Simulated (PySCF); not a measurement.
**C₆H₁₄O₂Si: NMR shifts in solvents**

Aim: compute the NMR shifts of C₆H₁₄O₂Si (`CC(C)O[Si@@H](O)C1CC1`), and see what a dielectric continuum does where one was used.

Programs: PySCF 2.14.0, with density-fitted response routines of our own. Each step states its level of theory. These are calculated values for one molecule, in the gas phase or a continuum, unless marked as measured. Atoms count from 0, in the outputs and in this text.

## Step 1: The molecule as given

23 atoms, charge 0, multiplicity 1; geometry from: GFN2-xTB. The atoms were then displaced at random by about 0.01 Å, so the start is not that level's minimum.

Bonds of the start (Å): C0–C1 1.55, C1–C2 1.51, C1–O3 1.39, O3–Si4 1.66, Si4–O5 1.62, Si4–C6 1.88, C6–C7 1.50, C7–C8 1.47, C8–C6 1.50, C0–H9 1.07, C0–H10 1.07, C0–H11 1.09, C1–H12 1.10, C2–H13 1.07, C2–H14 1.08, C2–H15 1.11, Si4–H16 1.49, O5–H17 0.94, C6–H18 1.09, C7–H19 1.11, C7–H20 1.09, C8–H21 1.11, C8–H22 1.05.

## Step 2: Optimising the geometry at PBE0-D3(BJ)/def2-SVP

The job: settings as JSON, then the geometry in Å.

```
{"job": {"xc": "PBE0", "basis": "def2-SVP", "d3": "d3bj", "grid": 1, "shake": 0.01, "kind": "geom"}, "charge": 0, "multiplicity": 1}
C      1.797050    -1.390030     0.512910
C      1.746500     0.155840     0.451800
C      3.116580     0.731550     0.158270
O      0.912160     0.575680    -0.570910
Si    -0.647130     1.119200    -0.458540
O     -1.152360     1.253850    -1.987010
C     -1.823100    -0.026110     0.452770
C     -3.286740     0.012230     0.132550
C     -2.490400    -1.171620    -0.240450
H      2.117760    -1.761750    -0.434100
H      2.433790    -1.706560     1.306240
H      0.780560    -1.739570     0.705200
H      1.365320     0.559770     1.407060
H      3.474220     0.374270    -0.787770
H      3.083410     1.808340     0.132970
H      3.835980     0.447910     0.949490
H     -0.643020     2.456110     0.193790
H     -0.509870     1.377470    -2.667760
H     -1.600490    -0.215530     1.499090
H     -4.029760    -0.091210     0.956420
H     -3.646790     0.676990    -0.651190
H     -2.267770    -1.332320    -1.318030
H     -2.618210    -2.090950     0.260030
```

Launch:

```console
> OMP_NUM_THREADS=1 python probes_run.py task.json out
```

This one command runs all jobs of the session in turn.

The log of the run:

```text
step   0  E = -676.13588260  max force = 0.039325
step   1  E = -676.14483183  max force = 0.005806
step   2  E = -676.14515684  max force = 0.001556
step   3  E = -676.14521600  max force = 0.000561
step   4  E = -676.14528486  max force = 0.001310
step   5  E = -676.14538215  max force = 0.002504
step   6  E = -676.14546222  max force = 0.002426
step   7  E = -676.14552438  max force = 0.001166
step   8  E = -676.14556709  max force = 0.000470
step   9  E = -676.14560243  max force = 0.001109
step  10  E = -676.14560130  max force = 0.002111
step  11  E = -676.14559853  max force = 0.001760
step  12  E = -676.14563442  max force = 0.000481
step  13  E = -676.14564390  max force = 0.000561
step  14  E = -676.14565636  max force = 0.000508
step  15  E = -676.14566884  max force = 0.000336
optimisation converged
```

It took 9.1 min on 1 thread of Intel Xeon at 2.70GHz, shared host; peak memory 0.88 GiB.

The steps of the relaxation:

```csv
step,energy from step 0 (eV),largest force component (eV/Å)
0,0.0000,2.0222
1,-0.2435,0.2986
2,-0.2524,0.0800
3,-0.2540,0.0288
4,-0.2558,0.0674
5,-0.2585,0.1288
6,-0.2607,0.1247
7,-0.2624,0.0600
8,-0.2635,0.0242
9,-0.2645,0.0570
10,-0.2645,0.1086
11,-0.2644,0.0905
12,-0.2654,0.0247
13,-0.2656,0.0288
14,-0.2660,0.0261
15,-0.2663,0.0173
```

Distances of close pairs at the start and the end, largest changes first:

| bond | before (Å) | after (Å) | change (Å) |
| --- | --- | --- | --- |
| Si4–O5 | 1.615 | 1.660 | +0.045 |
| C8–H22 | 1.055 | 1.094 | +0.039 |
| C0–H10 | 1.065 | 1.101 | +0.035 |
| C0–H9 | 1.067 | 1.101 | +0.034 |
| Si4–C6 | 1.878 | 1.849 | -0.029 |
| C2–H13 | 1.073 | 1.101 | +0.029 |
| C1–O3 | 1.385 | 1.413 | +0.028 |
| C0–C1 | 1.548 | 1.520 | -0.028 |

The end geometry stands in the next job.

```csv
at the end point,value
point group (found at 0.08 Å tolerance),C1
"rotational constants (GHz, main isotopes)","2.398, 0.807, 0.666"
dipole moment (D),1.29
```

## Step 3: NMR shieldings: PBE0/pcSseg-1 in chloroform

The job: settings as JSON, then the geometry in Å.

```
{"job": {"kind": "nmr", "xc": "PBE0", "basis": "pcSseg-1", "solvent": "chloroform", "pop": true}, "charge": 0, "multiplicity": 1}
C      1.678251    -1.178817     0.980010
C      1.798024     0.270356     0.537511
C      3.171068     0.597374    -0.017071
O      0.843232     0.551042    -0.465704
Si    -0.706702     1.106642    -0.219873
O     -1.243017     1.616412    -1.706161
C     -1.922649    -0.178084     0.316895
C     -3.314084    -0.189234    -0.278977
C     -2.343719    -1.253545    -0.658735
H      1.842259    -1.848294     0.121376
H      2.418756    -1.418196     1.758445
H      0.675772    -1.386833     1.383167
H      1.613597     0.923637     1.415833
H      3.370178    -0.015963    -0.909737
H      3.223676     1.655778    -0.311237
H      3.957686     0.400650     0.726536
H     -0.614995     2.217879     0.779787
H     -0.575637     2.025052    -2.264957
H     -1.861005    -0.487876     1.366940
H     -4.143704    -0.451469     0.383097
H     -3.550147     0.572502    -1.027154
H     -1.921404    -1.221296    -1.667360
H     -2.493397    -2.262852    -0.265385
```

Method: GIAO PBE0/pcSseg-1 NMR shielding, non-relativistic, IEF-PCM chloroform.

The log of the run:

```text
coarse grid: 18992 points
cycle   1  E = -676.2026200676  dE =  1.029e+00  |g| = 9.669e-01  |ddm| = 4.125e+00
cycle   2  E = -676.0172560104  dE =  1.854e-01  |g| = 1.398e+00  |ddm| = 1.829e+00
cycle   3  E = -676.3770928072  dE = -3.598e-01  |g| = 1.133e-01  |ddm| = 1.228e+00
cycle   4  E = -676.3792782918  dE = -2.185e-03  |g| = 4.870e-02  |ddm| = 1.130e-01
cycle   5  E = -676.3797922360  dE = -5.139e-04  |g| = 1.127e-02  |ddm| = 4.241e-02
cycle   6  E = -676.3798112954  dE = -1.906e-05  |g| = 4.715e-03  |ddm| = 1.045e-02
cycle   7  E = -676.3798152687  dE = -3.973e-06  |g| = 6.040e-04  |ddm| = 3.581e-03
final grid: 176800 points
cycle   8  E = -676.4539073455  dE = -4.550e-05  |g| = 1.265e-02  |ddm| = 3.266e-02
cycle   9  E = -676.4538783007  dE =  2.904e-05  |g| = 1.766e-02  |ddm| = 2.151e-02
cycle  10  E = -676.4539419037  dE = -6.360e-05  |g| = 1.488e-03  |ddm| = 1.254e-02
cycle  11  E = -676.4539423400  dE = -4.362e-07  |g| = 2.568e-04  |ddm| = 1.350e-03
cycle  12  E = -676.4539423511  dE = -1.119e-08  |g| = 1.013e-04  |ddm| = 2.773e-04
cycle  13  E = -676.4539423528  dE = -1.633e-09  |g| = 3.564e-05  |ddm| = 9.074e-05
cycle  14  E = -676.4539423530  dE = -2.210e-10  |g| = 6.226e-06  |ddm| = 2.830e-05
converged SCF energy = -676.4539423530

GIAO shielding tensors (ppm)
atom      isotropic    diamagn.    paramagn.     s11        s22        s33       span
  0 C      157.432     250.874     -93.442    139.460    149.678    183.158     43.698
  1 C      119.053     241.082    -122.029     88.078    111.922    157.160     69.083
  2 C      157.705     247.243     -89.538    138.609    149.190    185.315     46.706
  3 O      242.468     405.164    -162.696    216.495    250.535    260.375     43.879
  4 Si     364.946     882.346    -517.400    324.207    383.113    387.519     63.312
  5 O      301.095     391.346     -90.251    262.689    308.612    331.986     69.298
  6 C      186.787     255.563     -68.776    154.756    177.810    227.795     73.039
  7 C      181.064     257.877     -76.813    156.124    173.587    213.481     57.357
  8 C      182.722     250.191     -67.469    157.025    176.890    214.252     57.227
  9 H       30.007      32.395      -2.388     27.348     28.527     34.145      6.796
 10 H       30.158      30.499      -0.341     25.764     27.821     36.890     11.126
 11 H       29.789      34.089      -4.300     24.847     29.972     34.547      9.700
 12 H       27.258      32.226      -4.968     24.196     27.096     30.482      6.286
 13 H       30.075      29.740       0.335     27.101     28.472     34.651      7.550
 14 H       29.880      29.256       0.624     25.706     28.007     35.928     10.222
 15 H       30.218      27.898       2.320     25.977     27.724     36.954     10.977
 16 H       26.216      31.016      -4.800     22.498     24.452     31.697      9.199
 17 H       29.714      32.414      -2.700     20.708     24.809     43.625     22.917
 18 H       31.673      33.792      -2.118     24.810     28.570     41.640     16.830
 19 H       30.588      29.950       0.638     24.389     25.982     41.393     17.004
 20 H       30.588      31.142      -0.554     23.549     29.201     39.014     15.465
 21 H       30.636      31.855      -1.219     24.896     28.521     38.491     13.595
 22 H       30.625      30.413       0.211     25.324     25.597     40.953     15.629
```

It took 85 s on 1 thread of Intel Xeon at 2.70GHz, shared host; peak memory 1.3 GiB.

Shifts follow as δ = σ(reference) − σ, with reference shieldings (ppm) from runs at the same level and on the same kind of geometry: ¹H TMS 31.25, ¹³C TMS 185.2, ²⁹Si TMS 351.9, ¹⁷O H2O 341.0. The references are single molecules in the same continuum, so shifts against H2O, NH3, PH3, H3PO4 or CFCl3 are not on the usual liquid scales and can be off by tens of ppm. Atoms listed in one row are averaged.

```
        atoms                               environment  σ (ppm)  δ (ppm)
           C1                        sp3 CH bonded to O    119.1     66.1
           C0                             methyl carbon    157.4     27.7
           C2                             methyl carbon    157.7     27.5
           C7                three-membered-ring carbon    181.1      4.1
           C8                three-membered-ring carbon    182.7      2.4
           C6                three-membered-ring carbon    186.8     -1.6
          H16    hydrogen on a silicon bonded to C, 2 O    26.22     5.03
          H12         hydrogen on an sp3 CH bonded to O    27.26     3.99
          H17        hydrogen on an oxygen bonded to Si    29.71     1.53
 H9, H10, H11               hydrogen on a methyl carbon    29.98     1.26
H13, H14, H15               hydrogen on a methyl carbon    30.06     1.19
          H19  hydrogen on a three-membered-ring carbon    30.59     0.66
          H20  hydrogen on a three-membered-ring carbon    30.59     0.66
          H22  hydrogen on a three-membered-ring carbon    30.62     0.62
          H21  hydrogen on a three-membered-ring carbon    30.64     0.61
          H18  hydrogen on a three-membered-ring carbon    31.67    -0.43
           O3                    oxygen bonded to C, Si    242.5     98.5
           O5                    oxygen bonded to Si, H    301.1     39.9
          Si4               silicon bonded to C, 2 O, H    364.9    -13.1
```

The run also stored atomic charges by several schemes (e):

```csv
atoms,Mulliken,IAO,Hirshfeld,ESP fit
C0,-0.25,-0.42,-0.12,-0.60
C1,-0.05,0.11,0.05,0.63
C2,-0.24,-0.42,-0.12,-0.63
O3,-0.66,-0.66,-0.24,-0.51
Si4,1.14,1.31,0.45,0.62
O5,-0.59,-0.80,-0.31,-0.65
C6,-0.58,-0.47,-0.15,-0.21
C7,-0.21,-0.27,-0.09,-0.35
C8,-0.23,-0.28,-0.09,-0.22
```

Mayer bond orders: C0–C1 1.04, C1–C2 1.04, C1–O3 0.86, O3–Si4 0.94, Si4–O5 1.02, Si4–C6 0.86, C6–C7 0.95, C7–C8 0.97, C8–C6 0.95.

Ring of atoms C6, C7, C8: NICS(0) -45.1, NICS(1) -8.8, NICS(1)zz -24.9 ppm (means of both faces). The ring holds saturated atoms, so no π current runs round it: these values come from its σ bonds, any local π bonds and neighbouring rings, and say nothing of aromaticity.

In rings of three or four atoms NICS is ruled by the nearby σ bonds, so it says little on aromaticity.

## Step 4: Shielding tensors: PBE0/pcSseg-1 in tetrahydrofuran

Same as in step 3 but for these lines:

```diff
@@ -1,2 +1,2 @@
-{"job": {"kind": "nmr", "xc": "PBE0", "basis": "pcSseg-1", "solvent": "chloroform", "pop": true}, "charge": 0, "multiplicity": 1}
+{"job": {"kind": "nmr", "xc": "PBE0", "basis": "pcSseg-1", "solvent": "tetrahydrofuran", "pop": false}, "charge": 0, "multiplicity": 1}
 C      1.678251    -1.178817     0.980010
```

Method: GIAO PBE0/pcSseg-1 NMR shielding, non-relativistic, IEF-PCM tetrahydrofuran.

The log of the run:

```text
coarse grid: 18992 points
cycle   1  E = -676.2044602123  dE =  1.028e+00  |g| = 9.652e-01  |ddm| = 4.125e+00
cycle   2  E = -676.0225963733  dE =  1.819e-01  |g| = 1.391e+00  |ddm| = 1.811e+00
cycle   3  E = -676.3781285001  dE = -3.555e-01  |g| = 1.123e-01  |ddm| = 1.211e+00
cycle   4  E = -676.3802743806  dE = -2.146e-03  |g| = 4.804e-02  |ddm| = 1.113e-01
cycle   5  E = -676.3807756238  dE = -5.012e-04  |g| = 1.102e-02  |ddm| = 4.163e-02
cycle   6  E = -676.3807937492  dE = -1.813e-05  |g| = 4.656e-03  |ddm| = 1.023e-02
cycle   7  E = -676.3807976161  dE = -3.867e-06  |g| = 5.909e-04  |ddm| = 3.520e-03
final grid: 176800 points
cycle   8  E = -676.4548856355  dE = -4.561e-05  |g| = 1.264e-02  |ddm| = 3.266e-02
cycle   9  E = -676.4548568662  dE =  2.877e-05  |g| = 1.762e-02  |ddm| = 2.144e-02
cycle  10  E = -676.4549201284  dE = -6.326e-05  |g| = 1.484e-03  |ddm| = 1.247e-02
cycle  11  E = -676.4549205617  dE = -4.334e-07  |g| = 2.536e-04  |ddm| = 1.337e-03
cycle  12  E = -676.4549205726  dE = -1.088e-08  |g| = 1.009e-04  |ddm| = 2.742e-04
cycle  13  E = -676.4549205742  dE = -1.618e-09  |g| = 3.539e-05  |ddm| = 9.028e-05
cycle  14  E = -676.4549205745  dE = -2.178e-10  |g| = 6.154e-06  |ddm| = 2.800e-05
converged SCF energy = -676.4549205745

GIAO shielding tensors (ppm)
atom      isotropic    diamagn.    paramagn.     s11        s22        s33       span
  0 C      157.499     250.959     -93.460    139.502    149.716    183.279     43.777
  1 C      119.041     241.087    -122.046     87.964    111.896    157.263     69.299
  2 C      157.773     247.320     -89.547    138.673    149.229    185.416     46.743
  3 O      242.808     405.234    -162.425    216.836    250.849    260.741     43.905
  4 Si     364.913     882.359    -517.446    324.126    383.086    387.526     63.400
  5 O      301.503     391.485     -89.982    263.043    309.261    332.203     69.160
  6 C      186.878     255.594     -68.716    154.766    177.957    227.910     73.143
  7 C      181.158     257.929     -76.771    156.235    173.619    213.619     57.384
  8 C      182.838     250.294     -67.456    157.155    176.970    214.390     57.236
  9 H       30.025      32.421      -2.396     27.367     28.547     34.161      6.795
 10 H       30.133      30.481      -0.348     25.732     27.785     36.883     11.151
 11 H       29.778      34.091      -4.314     24.835     29.957     34.540      9.705
 12 H       27.236      32.205      -4.969     24.167     27.072     30.469      6.302
 13 H       30.089      29.760       0.329     27.116     28.486     34.666      7.550
 14 H       29.878      29.262       0.616     25.701     28.001     35.932     10.231
 15 H       30.193      27.877       2.316     25.945     27.689     36.943     10.997
 16 H       26.220      31.030      -4.811     22.496     24.459     31.704      9.208
 17 H       29.627      32.364      -2.737     20.594     24.693     43.594     23.000
 18 H       31.628      33.756      -2.129     24.754     28.502     41.626     16.872
 19 H       30.566      29.918       0.648     24.359     25.944     41.396     17.037
 20 H       30.617      31.176      -0.559     23.579     29.229     39.042     15.464
 21 H       30.654      31.882      -1.228     24.915     28.535     38.512     13.597
 22 H       30.604      30.394       0.210     25.293     25.560     40.958     15.665
```

Wall time 83 s (1 thread of Intel Xeon at 2.70GHz, shared host); peak memory 1.3 GiB.

This run: δ C1 66.2, C0 27.8, C2 27.5, C7 4.1, H16 5.02, H12 4.01 ppm.

## Step 5: Comparing the runs: NMR shifts

Shifts (ppm) of some atoms, chosen among heavy atoms and hydrogens apart, with basis size and wall time:

```csv
run,C1,C0,C2,H17,H18,O3,O5,functions,time
PBE0/pcSseg-1 in chloroform,66.1,27.7,27.5,1.53,-0.43,98.5,39.9,230,85 s
PBE0/pcSseg-1 in tetrahydrofuran,66.2,27.8,27.5,1.62,-0.38,99.0,40.3,230,83 s
```

The continuum's effect on the ground state:

```csv
solvent,ε,polarisation energy (Eh),μ (D)
chloroform,4.71,-0.0066,1.77
tetrahydrofuran,7.43,-0.0077,1.85
```

## Step 6: Outcome

| quantity | value |
| --- | --- |
| point group | C1 |
| rotational constants (main isotopes) | 2.40, 0.81, 0.67 GHz |
| ¹³C shifts against TMS (PBE0/pcSseg-1, chloroform) | 66.1, 27.7, 27.5, 4.1, 2.4, -1.6 ppm |
| ¹H shifts against TMS (PBE0/pcSseg-1, chloroform, means over atoms taken as alike) | 5.03, 3.99, 1.53, 1.26, 1.19, 0.66, 0.66, 0.62, 0.61, -0.43 ppm |
| ¹⁷O shifts against H2O (PBE0/pcSseg-1, chloroform) | 98.5, 39.9 ppm |
| ²⁹Si shifts against TMS (PBE0/pcSseg-1, chloroform) | -13.1 ppm |
| range of the shift of O3 | 98.5 to 99.0 ppm |

In words: The start of the PBE0/def2-SVP relaxation was shaken at random by about 0.01 Å, so part of the energy gained, and of the first lengths quoted, undoes that. Relaxing lowered the energy by 0.266 eV in 15 steps; the close pair that moved most is Si4–O5, from 1.615 to 1.660 Å. Across the 2 runs the shift of O3 moves most, between 98.5 (PBE0/pcSseg-1 in chloroform) and 99.0 ppm (PBE0/pcSseg-1 in tetrahydrofuran). Each shift counts from a reference computed in the same medium, and that reference moves with the solvent too, so shifts and shieldings show the solvent's effect differently. The continuum holds electrostatics alone: no hydrogen bonds to the solvent, and the gas-phase geometry is kept.
